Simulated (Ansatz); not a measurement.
**AlGaH+ (quintet): the correlation ladder, cc-pVDZ**

The task here is to estimate one member of a computed series from the others.

Computed with Ansatz 0.2.0, Gaussian basis. Level: cc-pVDZ, core rule «outside noble gas», up to 19 orbitals frozen.

The runs, in order: UHF; CCSD(T) on ROHF; CCSD(T) on UHF; BCCD(T) on ROHF; CISD as a restricted active space (open shells left free, so some higher excitations enter); CCSDT(Q) on ROHF; CCSDT(Q) on UHF; CASSCF and MRCISD+Q, 6 electrons in 9 orbitals; CASSCF and NEVPT2, 6 electrons in 9 orbitals; Full CI.

27 further runs of the same task are left out: 3 for a known fault of the program, 11 that didn't finish, 13 set aside as unsound or not needed. Runs told in other sessions of the task aren't counted.

**The geometry**

The geometry is a PBE0/def2-TZVP stationary point (not a proven minimum) of the parent state, kept for this charge and spin. No spin-orbit coupling is included. The filled d shell of Ga may be among the frozen orbitals whatever the setting's name suggests.

3 atoms, charge 1, spin multiplicity 5.

Atoms are counted from 1 here; the program's logs count them from 0.

Bond lengths: Al1–Ga2 2.308 Å, Ga2–H3 1.559 Å. Angles: Al1–Ga2–H3 180.0°.

The first run:

Input file in.yaml:

```yaml
crystal:
  periodic: [false, false, false]
  atoms:
    - {symbol: Al, position_ang: [0.000000, 0.000000, 2.058500]}
    - {symbol: Ga, position_ang: [0.000000, 0.000000, -0.249900]}
    - {symbol: H, position_ang: [0.000000, 0.000000, -1.808600]}
basis:
  gaussian: {orbitals: cc-pVDZ}
total_charge: 1
magnetization: {spin_polarized: true, initial_magnetization: 4}
hamiltonian: {xc: hf}
output: {orbitals: {seedname: orbitals}}
```

Command:

```console
> ansatz run in.yaml --threads 1 --pin off --events-out ev --progress --plain --max-ram 2393MiB
```

Among the steps run: UHF; CCSD(T) on ROHF; CCSD(T) on UHF; BCCD(T) on ROHF; CISD as a restricted active space (open shells left free, so some higher excitations enter); CCSDT(Q) on ROHF; CCSDT(Q) on UHF; CASSCF and MRCISD+Q, 6 electrons in 9 orbitals; CASSCF and NEVPT2, 6 electrons in 9 orbitals; Full CI.

One of the session's tables, all rows but one given; the rest of the session is left out.

| method | from FCI (meV) |
| --- | --- |
| ROHF | +2136.7 |
| UHF | +2062.5 |
| RMP2 | +752.1 |
| UMP2 | +709.6 |
| RCCSD | +112.3 |
| UCCSD | +93.6 |
| RCCSD(T) | +37.6 |
| UCCSD(T) | +23.4 |
| BCCD(T) | +33.9 |
| RCCSDT | +0.4 |
| UCCSDT | -11.5 |
| RCCSDT(Q) | -3.2 |
| UCCSDT(Q) | ? |
| CASSCF valence | +1078.5 |
| NEVPT2 valence | +319.0 |
| MRCISD valence | +37.7 |
| MRCISD+Q valence | -0.6 |
| FCI | 0 |

Q: Estimate the row for UCCSDT(Q) from the others.

**Answer.** from FCI (meV): -15.2. In the column «from FCI (meV)» it is the lowest.

Not comparable, so not listed: CISD as a restricted active space (open shells left free, so some higher excitations enter) (they don't share determinant, frozen orbitals or solution with the rows shown, or repeat one).

To keep in mind: UCCSDT, RCCSDT(Q), UCCSDT(Q) fall below full CI: unrestricted runs freeze a spin-polarised core, another one than full CI's, and coupled cluster isn't variational. Levels on UHF freeze UHF's core orbitals, full CI those of ROHF, so the U rows can settle a little off it for that reason alone. Restricted and unrestricted rows rest on different reference determinants; a gap between their highest levels can come from leftover correlation error, from unlike frozen cores or from another state.
